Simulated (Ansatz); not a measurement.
# BH3OTe (SMILES B[Te]O): functionals against CCSD(T) at one geometry

The task here is to estimate one member of a computed series from the others.

Method: single points in def2-TZVPP; program: Ansatz 0.2.0, Gaussian basis.

Correlated methods freeze the cores. Filled d shells of the heavier atoms are correlated. Core potentials replace the inner electrons past krypton, and spin-orbit coupling is left out.

## The system as given

SMILES `B[Te]O`, 6 atoms, charge 0, spin multiplicity 1.

Atoms are counted from 1 here; the program's logs count them from 0.

Bond lengths: B1–Te2 2.151 Å, B1–H4 1.152 Å, B1–H5 1.276 Å, Te2–O3 1.975 Å, O3–H6 0.963 Å. Angles: Te2–B1–H4 121.1°, Te2–B1–H5 119.8°, H4–B1–H5 119.0°, B1–Te2–O3 95.1°, Te2–O3–H6 116.7°.

Geometry (Å):

```mol
BH3OTe
  3D, bonds by distance, orders not assigned

  6  5  0  0  0  0  0  0  0  0999 V2000
   -0.7566    0.3620   -0.6803 B   0  0
   -0.6816   -1.0827    0.9110 Te  0  0
    1.2365   -0.8179    1.2983 O   0  0
   -1.7453    0.6008   -1.2205 H   0  0
    0.2920    1.0193   -0.9894 H   0  0
    1.7150   -0.2140    0.7202 H   0  0
  1  2  8  0
  1  4  8  0
  1  5  8  0
  2  3  8  0
  3  6  8  0
M  END
```

Set-up of the first run:

run/in.yaml

```yaml
crystal:
  periodic: [false, false, false]
  atoms:
    - {symbol: B, position_ang: [-0.756600, 0.362000, -0.680300]}
    - {symbol: Te, position_ang: [-0.681600, -1.082700, 0.911000]}
    - {symbol: O, position_ang: [1.236500, -0.817900, 1.298300]}
    - {symbol: H, position_ang: [-1.745300, 0.600800, -1.220500]}
    - {symbol: H, position_ang: [0.292000, 1.019300, -0.989400]}
    - {symbol: H, position_ang: [1.715000, -0.214000, 0.720200]}
basis:
  gaussian: {orbitals: def2-TZVPP}
correlation: {method: ccsd_t}
output: {forces: true}
```

No record of the launch command was kept for these runs.

Among the steps run: CCSD(T)/def2-TZVPP; PBE0-D4/def2-TZVPP; wB97M-V/def2-TZVPP; r2SCAN-D4/def2-TZVPP; PBE-D4/def2-TZVPP; BHLYP-D4/def2-TZVPP; B97M-V/def2-TZVPP.

One of the session's tables, all rows but one given; the rest of the session is left out.

```
   method  RMS force component (eV/Å)  angle to CCSD(T) forces (°)  dipole (D)
  CCSD(T)                       0.811                    reference        1.00
  PBE0-D4                       0.812                          3.6        1.01
  wB97M-V                       0.805                          4.8        1.23
r2SCAN-D4                       0.806                          3.2        0.88
   PBE-D4                           ?                            ?           ?
 BHLYP-D4                       0.807                         17.9        1.38
   B97M-V                       0.787                          5.2        0.87
```

Q: Estimate the row for PBE-D4 from the others.

**Answer.** RMS force component (eV/Å): 0.815; angle to CCSD(T) forces (°): 15.5; dipole (D): 0.72. In the column «RMS force component (eV/Å)» it is the highest.
